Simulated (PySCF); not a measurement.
# NbO₃⁻: structure of the singlet

Aim: relax NbO₃⁻ as a singlet from a trigonal planar start, check by its vibrations whether the end is a minimum, and collect its spectrum and constants.

The runs use PySCF 2.14.0; PBE0, basis Nb def2-TZVPD with ECP28, O def2-TZVPD, scalar-relativistic core potentials, no spin–orbit coupling, density fitting.

### Step 1. Where the work starts

4 atoms, charge -1, spin multiplicity 1.

Bond lengths: Nb1–O2 1.820 Å, Nb1–O3 1.820 Å, Nb1–O4 1.820 Å. Angles: O2–Nb1–O3 120.0°, O2–Nb1–O4 120.0°, O3–Nb1–O4 120.0°.

```xyz
4
charge -1 multiplicity 1
Nb    0.0000    0.0000    0.0000
O     1.8200    0.0000    0.0000
O    -0.9100    1.5762    0.0000
O    -0.9100   -1.5762    0.0000
```

### Step 2. Finding the electronic state

The steps below are one call of a driver around PySCF. For each, scf.py gives the equivalent set-up of the SCF; relaxations use the driver's own optimiser. After this first run the driver tries any further starts and a stability analysis.

Input file scf.py:

```python
from pyscf import gto, scf, dft
mol = gto.M(atom='''
Nb     0.000000     0.000000     0.000000
O      1.820000     0.000000     0.000000
O     -0.910000     1.576200     0.000000
O     -0.910000    -1.576200     0.000000''',
    basis={'Nb': 'def2-TZVPD', 'O': 'def2-TZVPD'},
    ecp={'Nb': 'def2-TZVPD'},
    charge=-1, spin=0)
mf = dft.RKS(mol, xc='PBE0')
mf.grids.atom_grid = (50, 194)
aux = {'Nb': 'def2-universal-JKFIT', 'O': 'def2-universal-JKFIT'}
mf = mf.density_fit(auxbasis=aux)
mf.conv_tol = 1e-08
mf.diis_space = 10
mf.max_cycle = 60
mf.init_guess = 'minao'
mf.verbose = 4
mf.kernel()
```

On the command line:

```console
OMP_NUM_THREADS=4 python axn.py task.json out
```

The log of the run:

```text
init E= -276.125067304735
  HOMO = -0.66892080820855  LUMO = -0.580814858094744  gap/eV = 2.39749
cycle= 1 E= -281.832350892456  delta_E= -5.71  |g|= 1.93  |ddm|= 5.63
  HOMO = 0.0825399775114765  LUMO = 0.162569340445432  gap/eV = 2.17771
cycle= 2 E= -281.452040882686  delta_E= 0.38  |g|= 2.12  |ddm|= 3.15
  HOMO = -0.057007354212428  LUMO = 0.0393720659496601  gap/eV = 2.62262
cycle= 3 E= -282.545813886792  delta_E= -1.09  |g|= 0.849  |ddm|= 2.23
  HOMO = -0.132696361803371  LUMO = 0.0367459512746215  gap/eV = 4.61076
cycle= 4 E= -282.653755713283  delta_E= -0.108  |g|= 0.364  |ddm|= 0.477
  HOMO = -0.0956851889024172  LUMO = 0.0545725457602302  gap/eV = 4.08872
cycle= 5 E= -282.676952102373  delta_E= -0.0232  |g|= 0.0249  |ddm|= 0.16
  HOMO = -0.0967896750794954  LUMO = 0.053311759068059  gap/eV = 4.08447
cycle= 6 E= -282.677060324454  delta_E= -0.000108  |g|= 0.00699  |ddm|= 0.0173
  HOMO = -0.0970325512893969  LUMO = 0.0527520929021819  gap/eV = 4.07585
cycle= 7 E= -282.677071505131  delta_E= -1.12e-05  |g|= 0.00168  |ddm|= 0.00591
  HOMO = -0.0970390403476559  LUMO = 0.0527616568845382  gap/eV = 4.07628
cycle= 8 E= -282.677071852933  delta_E= -3.48e-07  |g|= 0.00117  |ddm|= 0.00137
  HOMO = -0.0970414835506095  LUMO = 0.0527839758520017  gap/eV = 4.07696
cycle= 9 E= -282.677072170951  delta_E= -3.18e-07  |g|= 6.57e-05  |ddm|= 0.000897
  HOMO = -0.0970485499415738  LUMO = 0.0527776888264775  gap/eV = 4.07698
cycle= 10 E= -282.677072175874  delta_E= -4.92e-09  |g|= 2.95e-05  |ddm|= 0.000207
  HOMO = -0.0970503018110459  LUMO = 0.0527832724047954  gap/eV = 4.07718
Extra cycle  E= -282.677072174557  delta_E= 1.32e-09  |g|= 8.81e-05  |ddm|= 5.54e-05
converged SCF energy = -282.677072174557
```

This step, with its further starts and checks, took 8.3 s on 4 threads of Intel Xeon 6975P-C (Granite Rapids), shared host.

Energies from each starting density:

```tsv
start	energy (Eh)
the minimal-basis guess	-282.677072
a thermally smeared density	-282.677072
a smeared PBE density	-282.677072
```

The test of internal stability and the other starts found no lower closed-shell solution.

### Step 3. Relaxation: trigonal planar start, singlet

The program finds D3h symmetry in the start, which this walk keeps. The walk stops when the largest gradient is under 0.0003 Eh/bohr and the energy has settled too.

Edit scf.py of step 2 so:

```diff
@@ -3,4 +3,4 @@
-Nb     0.000000     0.000000     0.000000
-O      1.820000     0.000000     0.000000
-O     -0.910000     1.576200     0.000000
-O     -0.910000    -1.576200     0.000000''',
+Nb    -0.000000     0.000000    -0.000000
+O      1.820019    -0.000017    -0.000000
+O     -0.909995     1.576192    -0.000000
+O     -0.910024    -1.576175     0.000000''',
@@ -17 +16,0 @@
-mf.init_guess = 'minao'
```

The optimiser's trace:

```tsv
step	energy (Eh)	change (kJ/mol)	largest symmetric gradient (Eh/bohr)
0	-282.677072	0.00	0.03080
1	-282.680113	-7.98	0.00814
2	-282.680307	-8.49	0.00071
3	-282.680309	-8.50	0.00001
```

The walk took 7.9 s.

It settles in D3h symmetry, 8.5 kJ/mol below the start, after 3 steps: Nb–O 1.784 Å (×3); O–Nb–O 120.0° (×3).

### Step 4. Is it a minimum? Harmonic modes

On the finer grid the gradient is checked again; gradients at displacements of ±0.02 bohr then give force constants and infrared intensities.

Edit scf.py of step 3 so:

```diff
@@ -3,4 +3,4 @@
-Nb    -0.000000     0.000000    -0.000000
-O      1.820019    -0.000017    -0.000000
-O     -0.909995     1.576192    -0.000000
-O     -0.910024    -1.576175     0.000000''',
+Nb     0.000000    -0.000000    -0.000000
+O      1.784057    -0.000017     0.000000
+O     -0.892014     1.545047    -0.000000
+O     -0.892043    -1.545030     0.000000''',
@@ -11 +11 @@
-mf.grids.atom_grid = (50, 194)
+mf.grids.atom_grid = (75, 302)
@@ -14 +14 @@
-mf.conv_tol = 1e-08
+mf.conv_tol = 1e-10
```

This SCF starts from the last density.

SCF at the final geometry:

```text
init E= -282.680324524474
  HOMO = -0.0922515918150371  LUMO = 0.0600202241166166  gap/eV = 4.14353
cycle= 1 E= -282.680324524452  delta_E= 2.22e-11  |g|= 1.16e-05  |ddm|= 6.97e-06
  HOMO = -0.0922508562669008  LUMO = 0.0600193671648306  gap/eV = 4.14348
cycle= 2 E= -282.680324524253  delta_E= 1.98e-10  |g|= 3.41e-05  |ddm|= 2.04e-05
  HOMO = -0.0922514336549428  LUMO = 0.060019980950031  gap/eV = 4.14352
cycle= 3 E= -282.680324524478  delta_E= -2.25e-10  |g|= 1.04e-07  |ddm|= 1.52e-05
  HOMO = -0.0922514199727542  LUMO = 0.0600199951778322  gap/eV = 4.14352
cycle= 4 E= -282.680324524478  delta_E= 3.41e-13  |g|= 3.37e-08  |ddm|= 8.17e-08
  HOMO = -0.0922514172588979  LUMO = 0.0600199912729948  gap/eV = 4.14352
Extra cycle  E= -282.680324524478  delta_E= -1.14e-13  |g|= 9.77e-08  |ddm|= 5.71e-08
converged SCF energy = -282.680324524478
```

The whole step took 22 s.

Geometry: D3h; Nb–O 1.784 Å (×3); O–Nb–O 120.0° (×3).

Modes, for the most abundant isotopes:

```json
{"symmetry": "a2''", "ω (cm⁻¹)": "101i", "IR (km/mol)": "195"}
{"symmetry": "e'", "ω (cm⁻¹)": "287", "IR (km/mol)": "2.4"}
{"symmetry": "e'", "ω (cm⁻¹)": "873", "IR (km/mol)": "1020"}
{"symmetry": "a1'", "ω (cm⁻¹)": "903", "IR (km/mol)": "0.0"}
```

1 mode is imaginary, the largest at 101i cm⁻¹: a saddle point, not a minimum.

Properties at this point:

| Item | Value |
| --- | --- |
| Dipole moment about the centre of mass | 0.00 D |
| Highest occupied level | -2.51 eV |
| Lowest empty level | 1.63 eV |
| Rotational constants | 0.2208, 0.2208, 0.1104 cm⁻¹ |
| Zero-point energy (real modes) | 19.3 kJ/mol |
| Principal polarisabilities | 46.1, 66.5, 66.5 bohr³ |
| Principal traceless quadrupole moments about the centre of mass | -11.23, -11.23, 22.46 D Å |

Charges (e) and bond orders:

```csv
atom,Mulliken,Löwdin,polar tensor,Mayer order to Nb1
Nb1,2.01,1.36,2.54,–
"O2,3,4",-1.00,-0.79,-1.18,1.41
```

Mulliken populations on Nb1 (outside its core potential): s 2.03, p 6.10, d 2.75, f 0.12.

### Step 5. Leaving the saddle point

The atoms are moved a little along the softest imaginary mode and relaxed again.

The program finds C3v symmetry in the start, which this walk keeps. Threshold on the gradient: 0.0003 Eh/bohr, with a further test on the energy change.

Edit scf.py of step 4 so:

```diff
@@ -3,4 +3,4 @@
-Nb     0.000000    -0.000000    -0.000000
-O      1.784057    -0.000017     0.000000
-O     -0.892014     1.545047    -0.000000
-O     -0.892043    -1.545030     0.000000''',
+Nb     0.000000     0.000000    -0.129121
+O      1.784057    -0.000017     0.250000
+O     -0.892014     1.545047     0.250000
+O     -0.892043    -1.545030     0.250000''',
@@ -11 +11 @@
-mf.grids.atom_grid = (75, 302)
+mf.grids.atom_grid = (50, 194)
@@ -14 +14 @@
-mf.conv_tol = 1e-10
+mf.conv_tol = 1e-08
```

Steps of the walk:

```tsv
step	energy (Eh)	change (kJ/mol)	largest symmetric gradient (Eh/bohr)
0	-282.676512	0.00	0.03639
1	-282.681206	-12.33	0.00961
2	-282.681500	-13.10	0.00097
3	-282.681512	-13.13	0.00026
4	-282.681513	-13.13	0.00001
```

The walk took 10 s.

Geometry (Å) and forces (eV/Å) at some steps:

```
step 0
Nb   0.000   0.000  -0.129   0.015   0.000   1.427
O    1.784   0.000   0.250  -1.874   0.000  -0.469
O   -0.892   1.545   0.250   0.929  -1.622  -0.479
O   -0.892  -1.545   0.250   0.929   1.622  -0.479
step 1
Nb   0.000   0.000  -0.071   0.015   0.000  -0.337
O    1.744   0.000   0.231   0.488   0.000   0.115
O   -0.872   1.511   0.231  -0.251   0.429   0.111
O   -0.872  -1.511   0.231  -0.251  -0.429   0.111
step 2
Nb   0.000   0.000  -0.077   0.017   0.000  -0.008
O    1.754   0.000   0.233  -0.056   0.000   0.006
O   -0.877   1.519   0.233   0.020  -0.042   0.001
O   -0.877  -1.519   0.233   0.020   0.042   0.001
step 3
Nb   0.000   0.000  -0.085   0.016   0.000  -0.013
O    1.752   0.000   0.235  -0.014   0.000   0.008
O   -0.876   1.517   0.235  -0.001  -0.007   0.003
O   -0.876  -1.517   0.235  -0.001   0.007   0.003
step 4
Nb   0.000   0.000  -0.091   0.016   0.000   0.000
O    1.750   0.000   0.237  -0.006   0.000   0.004
O   -0.875   1.515   0.237  -0.005   0.000  -0.002
O   -0.875  -1.515   0.237  -0.005   0.000  -0.002
```

After 4 steps and 13.1 kJ/mol it ends at C3v: Nb–O 1.780 Å (×3); O–Nb–O 116.7° (×3).

### Step 6. Vibrations and properties at this point

The same treatment as at the point before.

Edit scf.py of step 5 so:

```diff
@@ -3,4 +3,4 @@
-Nb     0.000000     0.000000    -0.129121
-O      1.784057    -0.000017     0.250000
-O     -0.892014     1.545047     0.250000
-O     -0.892043    -1.545030     0.250000''',
+Nb     0.000000    -0.000000    -0.116520
+O      1.748140    -0.000016     0.218289
+O     -0.874056     1.513942     0.218289
+O     -0.874084    -1.513925     0.218289''',
@@ -11 +11 @@
-mf.grids.atom_grid = (50, 194)
+mf.grids.atom_grid = (75, 302)
@@ -14 +14 @@
-mf.conv_tol = 1e-08
+mf.conv_tol = 1e-10
```

SCF at the final geometry:

```text
init E= -282.68143248583
  HOMO = -0.0898771574397558  LUMO = 0.0573417390017354  gap/eV = 4.00603
cycle= 1 E= -282.681432485024  delta_E= 8.05e-10  |g|= 6.83e-05  |ddm|= 4.29e-05
  HOMO = -0.0898755600571017  LUMO = 0.0573395494073239  gap/eV = 4.00593
cycle= 2 E= -282.681432477898  delta_E= 7.13e-09  |g|= 0.000203  |ddm|= 0.000127
  HOMO = -0.0898770976182546  LUMO = 0.0573410632481668  gap/eV = 4.00601
cycle= 3 E= -282.681432485934  delta_E= -8.04e-09  |g|= 6.92e-07  |ddm|= 9.52e-05
  HOMO = -0.0898770461099125  LUMO = 0.0573411375389696  gap/eV = 4.00601
cycle= 4 E= -282.681432485933  delta_E= 6.82e-13  |g|= 3.82e-07  |ddm|= 5.45e-07
  HOMO = -0.0898769867139106  LUMO = 0.0573411100880428  gap/eV = 4.00601
Extra cycle  E= -282.681432485933  delta_E= -1.71e-13  |g|= 1.1e-06  |ddm|= 6.38e-07
converged SCF energy = -282.681432485933
```

The whole step took 30 s on 4 threads of Intel Xeon 6975P-C (Granite Rapids), shared host.

Geometry: C3v; Nb–O 1.780 Å (×3); O–Nb–O 116.5° (×3).

Harmonic modes (main isotopes):

| symmetry | ω (cm⁻¹) | IR (km/mol) | μ (u) |
| --- | --- | --- | --- |
| a1 | 128 | 146 | 21.72 |
| e | 295 | 2.4 | 17.34 |
| e | 871 | 992 | 19.78 |
| a1 | 915 | 6.9 | 16.30 |

No imaginary mode, so this is a minimum.

Properties at this point:

- Dipole moment about the centre of mass: 3.91 D
- Highest occupied level: -2.45 eV
- Lowest empty level: 1.56 eV
- Rotational constants: 0.2193, 0.2193, 0.115 cm⁻¹
- Zero-point energy: 20.2 kJ/mol
- Principal polarisabilities: 43.1, 66.6, 66.6 bohr³
- Principal traceless quadrupole moments about the centre of mass: -10.66, -10.66, 21.31 D Å
- Entropy at 298.15 K and 1 bar: 293.2 J/(mol K)
- Heat capacity Cp at 298.15 K: 61.9 J/(mol K)
- Enthalpy at 298.15 K above 0 K: 14.40 kJ/mol
- Rotational symmetry number: 3

Populations by atom (charges in e):

```csv
atom,Mulliken,Löwdin,polar tensor,Mayer order to Nb1
Nb1,1.98,1.34,2.43,–
"O2,3,4",-0.99,-0.78,-1.14,1.41
```

Outer orbital energies (eV). occupied: -5.05, -4.32, -4.30, -4.30, -2.95, -2.46, -2.45, -2.45; empty: 1.56, 4.06, 4.15, 4.15.

Mulliken populations on Nb1 (outside its core potential): s 2.05, p 6.03, d 2.82, f 0.12.

### Step 7. Would spin polarisation lower it?

At the lowest minimum the closed shell is tested against spin polarisation, on the (50, 194) grid. It is stable.

### Step 8. All stationary points

| spin | group | bonds | imaginary modes (cm⁻¹) | ΔE (kJ/mol) | with zero-point energy |
| --- | --- | --- | --- | --- | --- |
| singlet | C3v | Nb–O 1.780 Å (×3) | none | 0.0 | 0.0 |
| singlet | D3h | Nb–O 1.784 Å (×3) | 101i | 2.9 | – |

### Step 9. Density, ELF and potential

The plane holds Nb1 at (0.00, 0.00), O2 at (1.78, 0.00), O3 at (-0.80, 1.59) Å. Columns run from x = -2.85 to 4.05 Å, rows from y = 3.75 (top) to -1.95 Å, in steps of 0.3 Å. Electrons inside core potentials are absent.

Density (cut at 5 e/Å³):

Ten steps from '0' (0.000 e/Å³) to '9' (5.000 e/Å³), finer at the low end (step k begins (100^(k/10) - 1)/99 of the way up):
```
000000000000000000000000
000000000000000000000000
000000000000000000000000
000001121100000000000000
000013443210000000000000
000135676421000000000000
001247998642100000000000
001258999742110000000000
001257999753211111000000
001246888654333332110000
000124567876445664310000
000123469999667997421000
000012479459879998531000
000012489559879998531000
000012469999667997421000
000123456786445664310000
000123455543333332110000
000123454432111111000000
000113343321100000000000
000012232210000000000000
```

ELF (0 where the density is under 0.005 e/Å³):

Ten even steps from '0' (0.00) to '9' (1.00):
```
000000000000000000000000
000001111000000000000000
000112332210000000000000
001234555421000000000000
001356777642100000000000
012478888763100000000000
013578878864100000000000
013688296873100111100000
013678617751002343311000
013578887421025666531000
002356533564137887653100
000121137788348888864200
000000278007458118874200
000000278007458118874200
000111147788348888864200
001234323676137887653100
012356652211025666531000
012356775310013444311000
001345666520001222100000
001234555531000010000000
```

Lowest empty orbital at 1.56 eV (sign arbitrary; one member if degenerate):

Ten even steps from '0' (-0.40 Å^-3/2) to '9' (0.08 Å^-3/2):
```
888888888888888888888888
888888888888888888888888
888888888888888888888888
888887778888888888888888
888877777888888888888888
888877667788888888888888
888876556788888888888888
888877597888888888888888
888888898888888888888888
888888887778888888888888
888888875556888877788888
888998752124688766778888
889998740561478945677888
899998740550478955778888
899999863101578877778888
899999986545788887888888
899999999878888888888888
889999999999999888888888
888999999999999888888888
888899999999999888888888
```

Values on the line from Nb1 (at 0) through O2 (at 1.780 Å):

```tsv
distance (Å)	density (e/Å³)	ELF	electrostatic potential (V)
0.71	2.48	0.58	45.7
0.89	1.48	0.325	21.1
1.07	1.72	0.586	13.7
1.25	3.03	0.81	24.3
1.42	5.64	0.649	77.4
1.60	17.4	0.171	304
1.87	151	0.986	837
2.05	7.71	0.265	145
2.22	3.88	0.849	37.5
2.40	1.67	0.885	6.68
2.58	0.678	0.854	-3.09
2.76	0.285	0.779	-6.11
```

Making the fields took 1 s.

### Step 10. Results

```
                            quantity                                  value
                             minimum                           singlet, C3v
                            geometry  Nb–O 1.780 Å (×3); O–Nb–O 116.5° (×3)
                  wavenumbers (cm⁻¹)   128 (a1), 295 (e), 871 (e), 915 (a1)
      dipole moment (centre of mass)                                 3.91 D
highest occupied, lowest empty level                         -2.45, 1.56 eV
          polar-tensor charge of Nb1                                +2.43 e
                   zero-point energy                            20.2 kJ/mol
                 entropy at 298.15 K                        293.2 J/(mol K)
```

The trigonal planar start (D3h) ends in a minimum of C3v symmetry, after a stop at a saddle point 2.9 kJ/mol higher, from which it was pushed off along an imaginary mode. The strongest infrared band lies at 871 cm⁻¹ (e, stretch). Other starts or spin states, not run here, may lie lower.

The search up to here took 81 s on 4 threads of Intel Xeon 6975P-C (Granite Rapids), shared host.
